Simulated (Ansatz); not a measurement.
# AsH₃Se: one structure at several levels

The task here is to estimate one member of a computed series from the others.

Method: single points in def2-TZVPP; program: Ansatz 0.2.0, Gaussian basis.

Cores are frozen in the correlated methods. Filled d shells of the heavier atoms are correlated.

## The starting structure

SMILES `[AsH2][SeH]`, 5 atoms, charge 0, spin multiplicity 1.

Atoms are counted from 1 here; the program's logs count them from 0.

Bond lengths: As1–Se2 2.280 Å, As1–H3 1.473 Å, As1–H4 1.451 Å, Se2–H5 1.443 Å. Angles: Se2–As1–H3 96.4°, Se2–As1–H4 92.5°, H3–As1–H4 93.7°, As1–Se2–H5 96.0°.

As a file:

```
As   -0.3488   -0.7951    0.2172
Se    0.6288    1.2485   -0.0373
H    -0.1863   -1.2299   -1.1803
H    -1.6782   -0.2569   -0.0052
H     1.6312    1.0654    0.9839
```

Set-up of the first run:

run/in.yaml

```yaml
crystal:
  periodic: [false, false, false]
  atoms:
    - {symbol: As, position_ang: [-0.348800, -0.795100, 0.217200]}
    - {symbol: Se, position_ang: [0.628800, 1.248500, -0.037300]}
    - {symbol: H, position_ang: [-0.186300, -1.229900, -1.180300]}
    - {symbol: H, position_ang: [-1.678200, -0.256900, -0.005200]}
    - {symbol: H, position_ang: [1.631200, 1.065400, 0.983900]}
basis:
  gaussian: {orbitals: def2-TZVPP}
correlation: {method: ccsd_t}
output: {forces: true}
```

No record of the launch command was kept for these runs.

Steps of the session up to this table: CCSD(T)/def2-TZVPP; PBE0-D4/def2-TZVPP; wB97M-V/def2-TZVPP; r2SCAN-D4/def2-TZVPP; PBE-D4/def2-TZVPP; SPW92/def2-TZVPP; CAM-B3LYP-D4/def2-TZVPP.

One table of the session follows, with a row left open; its other results are not shown here.

| method | RMS force component (eV/Å) | angle to CCSD(T) forces (°) | dipole (D) |
| --- | --- | --- | --- |
| CCSD(T) | 0.776 | reference | 0.67 |
| PBE0-D4 | ? | ? | ? |
| wB97M-V | 0.776 | 2.1 | 0.73 |
| r2SCAN-D4 | 0.836 | 4.2 | 0.66 |
| PBE-D4 | 1.015 | 8.1 | 0.65 |
| SPW92 | 0.879 | 14.1 | 0.66 |
| CAM-B3LYP-D4 | 0.788 | 1.0 | 0.73 |

**Question.** Estimate the row for PBE0-D4.

The run gave: RMS force component (eV/Å): 0.834; angle to CCSD(T) forces (°): 5.5; dipole (D): 0.68. In the column «RMS force component (eV/Å)» it lies between CAM-B3LYP-D4 (0.788) and r2SCAN-D4 (0.836).
